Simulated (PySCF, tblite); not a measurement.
# C₆H₈NO radical: geometry, infrared bands and EPR parameters

Wanted: the infrared bands and EPR parameters of C₆H₈NO radical (`[CH2]C#C[C@@H](C)NC=O`), by calculation.

Programs: tblite 0.8.0 and PySCF 2.14.0, with density-fitted response routines of our own. Each step states its level of theory. These are calculated values for one molecule in the gas phase, unless marked as measured. Atoms count from 0, in the outputs and in this text.

### 1 The starting structure

16 atoms, charge 0, multiplicity 2; geometry from: force field or distance geometry start.

Bonds of the start (Å): C0–C1 1.43, C1–C2 1.19, C2–C3 1.48, C3–C4 1.54, C3–N5 1.45, N5–C6 1.36, C6–O7 1.21, C0–H8 1.08, C0–H9 1.08, C3–H10 1.09, C4–H11 1.10, C4–H12 1.10, C4–H13 1.09, N5–H14 1.02, C6–H15 1.11.

### 2 Relaxing the molecule with GFN2-xTB

The job: settings as JSON, then the geometry in Å.

```
{"job": {"kind": "relax", "xc": "GFN2-xTB", "basis": "xTB"}, "charge": 0, "multiplicity": 2}
C      3.343300     1.240800     0.562500
C      2.059700     0.735300     0.203300
C      0.995700     0.291200    -0.082700
C     -0.336100    -0.230300    -0.463100
C     -0.421600    -1.727700    -0.116600
N     -1.358000     0.509900     0.251500
C     -2.647700     0.564500    -0.184800
O     -3.082800     0.009300    -1.171000
H      3.699600     2.157600     0.114600
H      3.955800     0.713600     1.276500
H     -0.500700    -0.106200    -1.532400
H      0.351600    -2.294300    -0.650800
H     -1.398200    -2.138400    -0.400900
H     -0.286900    -1.905800     0.947400
H     -1.098400     1.011400     1.100900
H     -3.283000     1.177800     0.493200
```

Command:

```console
> OMP_NUM_THREADS=1 python probes_run.py task.json out
```

The driver reads the jobs from task.json and runs them one after another.

**Question.** This job is followed by: GFN2-xTB harmonic vibrations, gas phase; UKS B3LYP, pcH-1 on C H N O, non-relativistic, mean-field spin-orbit, GIAO. Predict these results of the whole session: strongest single infrared mode (GFN2-xTB); zero-point energy (GFN2-xTB); g(iso) (B3LYP); ⟨S²⟩; largest a(iso) (averaged by class); potential on the surface of density 0.002 e/bohr³, 1st and 99th percentile.

As calculated:

| quantity | value |
| --- | --- |
| strongest single infrared mode (GFN2-xTB) | 1768 cm⁻¹, 608 km/mol |
| zero-point energy (GFN2-xTB) | 76.5 kcal/mol |
| g(iso) (B3LYP) | 2.00271 |
| ⟨S²⟩ | 0.768 (exact 0.75) |
| largest a(iso) (averaged by class) | 1H on H10, 66.7 MHz |
| potential on the surface of density 0.002 e/bohr³, 1st and 99th percentile | -1.93 V and 2.13 V |

**Reading.** Relaxing lowered the energy by 0.248 eV in 86 steps; the close pair that moved most is C0–C1, from 1.426 to 1.350 Å. No mode is imaginary among the 42: a minimum at this level. The strongest single mode, at 1768 cm⁻¹, moves mainly C6 and O7. GFN2-xTB is a fitted tight-binding method: band positions and strengths are rough. Its intensities can rank the bands wrongly. C0 carries the largest spin population, 0.78 e. The isotropic g lies 0.4 ppt above the free-electron value. The conformer search found further structures of the same energy, which may be mirror or relabelled copies of this one.
